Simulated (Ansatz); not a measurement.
# CH2BN (SMILES BC#N): CAM-B3LYP/def2-TZVP

What is the electronic atomisation energy of CH2BN at CAM-B3LYP/def2-TZVP? 

The results are computed with Ansatz 0.2.0.

65 further runs of the same task are left out: 65 set aside as unsound or not needed. Runs told in other sessions of the task aren't counted.

**1. The molecule**

CH2BN has 5 atoms, charge 0, and is taken as a singlet. As SMILES, `BC#N`. Geometry: relaxed at PBE0-D4/def2-TZVP.

Bond lengths: B1–C2 1.522 Å, C2–N3 1.154 Å, B1–H4 1.189 Å, B1–H5 1.189 Å. Angles: B1–C2–N3 180.0°, C2–B1–H4 118.9°, C2–B1–H5 118.9°, H4–B1–H5 122.2°.

**2. A single-point energy at CAM-B3LYP/def2-TZVP**

Contents of input.yaml:

```yaml
crystal:
  periodic: [false, false, false]
  atoms:
    - {symbol: B, position_ang: [-0.219200, 0.441300, -0.341900]}
    - {symbol: C, position_ang: [0.352700, -0.696700, 0.490700]}
    - {symbol: N, position_ang: [0.786500, -1.559600, 1.122200]}
    - {symbol: H, position_ang: [-0.744300, 0.187400, -1.377600]}
    - {symbol: H, position_ang: [-0.125900, 1.554000, 0.065300]}
basis:
  gaussian: {orbitals: def2-TZVP}
hamiltonian: {xc: {name: CAM-B3LYP}}
accuracy: high
output: {orbitals: {seedname: orbitals}}
```

On the command line:

```console
$ ansatz run input.yaml --threads 1 --pin off --max-ram 3480MiB --events-out events.jsonl --progress --plain --runs-dir runs
```

The program printed:

```text
Warning: RAYON_NUM_THREADS=1 ignored (pool sized by the plan → 1); use --threads N
Functional definition: CAM-B3LYP
  name "CAM-B3LYP"
  parameter alpha = 0.19
  parameter beta = 0.46
  parameter omega = 0.33/bohr
  parameter ac = 0.81
  exchange = (1 - alpha - beta)*b88_x + beta*b88_x_sr(omega) + alpha*exact_x + beta*exact_x_lr(omega)
  correlation = (1 - ac)*vwn5_c + ac*lyp_c
1710 factors; integrals over basis functions are off by at most 3.6e-9 eV
343 factors; integrals over basis functions are off by at most 1.6e-9 eV
mean field evaluation 1: about -3231.3623 eV, gradient 3.6e1 eV
mean field evaluation 2: about -3229.4059 eV, gradient 4.7e1 eV
mean field evaluation 4: about -3234.0560 eV, gradient 1.8e0 eV
mean field evaluation 8: about -3234.0646 eV, gradient 5.9e-2 eV
mean field evaluation 16: about -3234.0647 eV, gradient 2.1e-5 eV
mean field -3234.06466200 eV, -118.8496842007 hartree, gradient 5.5e-8 eV, S^2 0.000000; 0 other end points of the search recorded, 0 dependent functions left out
reference -3234.06467920 eV, -118.8496848327 hartree; 10, 10 occupied and 95, 95 virtual orbitals, 1710 factors
Total energy: -3234.06467920 eV, -118.8496848327 hartree
```

Run time: 5.1 s. Hardware: 1 thread of Arm Neoverse V2, shared host; peak memory 0.27 GiB.

**3. The B atom**

Contents of run.yaml:

```yaml
crystal:
  periodic: [false, false, false]
  atoms:
    - {symbol: B, position_ang: [0.000000, 0.000000, 0.000000]}
basis:
  gaussian:
    orbitals: def2-TZVP
hamiltonian:
  xc: {name: CAM-B3LYP}
magnetization:
  spin_polarized: true
  initial_magnetization: 1
accuracy: high
```

Run the same way, it converges to -24.64068 Eh (log not shown).

**4. The C atom at the same level**

Contents of run.yaml:

```yaml
crystal:
  periodic: [false, false, false]
  atoms:
    - {symbol: C, position_ang: [0.000000, 0.000000, 0.000000]}
basis:
  gaussian:
    orbitals: def2-TZVP
magnetization:
  spin_polarized: true
  initial_magnetization: 2
hamiltonian:
  xc: {name: CAM-B3LYP}
accuracy: high
```

Run the same way, it converges to -37.83702 Eh (log not shown).

**5. The H atom, same level**

Contents of job.yaml:

```yaml
crystal:
  periodic: [false, false, false]
  atoms:
    - {symbol: H, position_ang: [0.000000, 0.000000, 0.000000]}
basis:
  gaussian:
    orbitals: def2-TZVP
magnetization:
  spin_polarized: true
  initial_magnetization: 1
hamiltonian:
  xc: {name: CAM-B3LYP}
accuracy: high
```

Run the same way, it converges to -0.49881 Eh (log not shown).

**6. The N atom, same level**

Contents of in.yaml:

```yaml
crystal:
  periodic: [false, false, false]
  atoms:
    - symbol: "N"
      position_ang: [0.000000, 0.000000, 0.000000]
basis:
  gaussian:
    orbitals: def2-TZVP
magnetization:
  spin_polarized: true
  initial_magnetization: 3
hamiltonian:
  xc: {name: CAM-B3LYP}
accuracy: high
```

Run the same way, it converges to -54.58263 Eh (log not shown).

**7. What came out**

At CAM-B3LYP/def2-TZVP:

| quantity | value |
| --- | --- |
| molecule: total energy | -118.84968 Eh |
| molecule: HOMO energy | -11.17 eV |
| molecule: LUMO energy | -2.22 eV |
| molecule: HOMO–LUMO gap | 8.95 eV |
| B atom: total energy | -24.64068 Eh |
| B atom: ⟨S²⟩ | 0.754 |
| C atom: total energy | -37.83702 Eh |
| C atom: ⟨S²⟩ | 2.004 |
| H atom: total energy | -0.49881 Eh |
| H atom: ⟨S²⟩ | 0.750 |
| N atom: total energy | -54.58263 Eh |
| N atom: ⟨S²⟩ | 3.753 |
| electronic atomisation energy | 21.544 eV |

What this shows: Taking the molecule apart into free atoms costs 21.54 eV (2079 kJ/mol), before zero-point energy and without spin-orbit coupling.
